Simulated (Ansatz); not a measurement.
# BH₄OSe+: single points off equilibrium

The task here is to estimate one member of a computed series from the others.

Computed with Ansatz 0.2.0, Gaussian basis. Level: single points in def2-TZVPP.

Correlated methods freeze the cores. Filled d shells of the heavier atoms are correlated. B3LYP uses VWN-RPA correlation.

**The system as given**

SMILES `B[Se][OH2+]`, 7 atoms, charge 1, spin multiplicity 1.

Atoms are counted from 1 here; the program's logs count them from 0.

Bond lengths: B1–Se2 1.827 Å, B1–H4 1.077 Å, B1–H5 1.138 Å, O3–H6 1.125 Å, O3–H7 0.850 Å. Angles: Se2–B1–H4 115.3°, Se2–B1–H5 124.7°, H4–B1–H5 119.9°, H6–O3–H7 100.9°.

Geometry (Å):

```xyz
7
charge 1, multiplicity 1
B    -1.28230    0.34190   -0.78510
Se    0.49920    0.05140   -1.07040
O     1.15750   -0.35300    0.89380
H    -1.87260    0.49570   -1.67320
H    -1.77530    0.38830    0.23930
H     1.88980    0.42120    1.25430
H     1.60860   -1.06460    1.00500
```

The first run:

Contents of run/in.yaml:

```yaml
crystal:
  periodic: [false, false, false]
  atoms:
    - {symbol: B, position_ang: [-1.282300, 0.341900, -0.785100]}
    - {symbol: Se, position_ang: [0.499200, 0.051400, -1.070400]}
    - {symbol: O, position_ang: [1.157500, -0.353000, 0.893800]}
    - {symbol: H, position_ang: [-1.872600, 0.495700, -1.673200]}
    - {symbol: H, position_ang: [-1.775300, 0.388300, 0.239300]}
    - {symbol: H, position_ang: [1.889800, 0.421200, 1.254300]}
    - {symbol: H, position_ang: [1.608600, -1.064600, 1.005000]}
basis:
  gaussian: {orbitals: def2-TZVPP}
total_charge: 1
correlation: {method: ccsd_t}
output: {forces: true}
```

No record of the launch command was kept for these runs.

Among the steps run: CCSD(T)/def2-TZVPP; PBE0-D4/def2-TZVPP; wB97M-V/def2-TZVPP; r2SCAN-D4/def2-TZVPP; PBE-D4/def2-TZVPP; B3LYP-D4/def2-TZVPP; SPW92/def2-TZVPP.

One table of the session follows, with a row left open; its other results are not shown here.

| method | RMS force component (eV/Å) | angle to CCSD(T) forces (°) |
| --- | --- | --- |
| CCSD(T) | 3.564 | reference |
| PBE0-D4 | 3.567 | 3.0 |
| wB97M-V | 3.533 | 1.5 |
| r2SCAN-D4 | 3.549 | 4.0 |
| PBE-D4 | 3.621 | 5.3 |
| B3LYP-D4 | ? | ? |
| SPW92 | 3.724 | 8.2 |

Q: Estimate the row for B3LYP-D4 from the others.

As computed: RMS force component (eV/Å): 3.520; angle to CCSD(T) forces (°): 2.3. In the column «RMS force component (eV/Å)» it is the lowest.
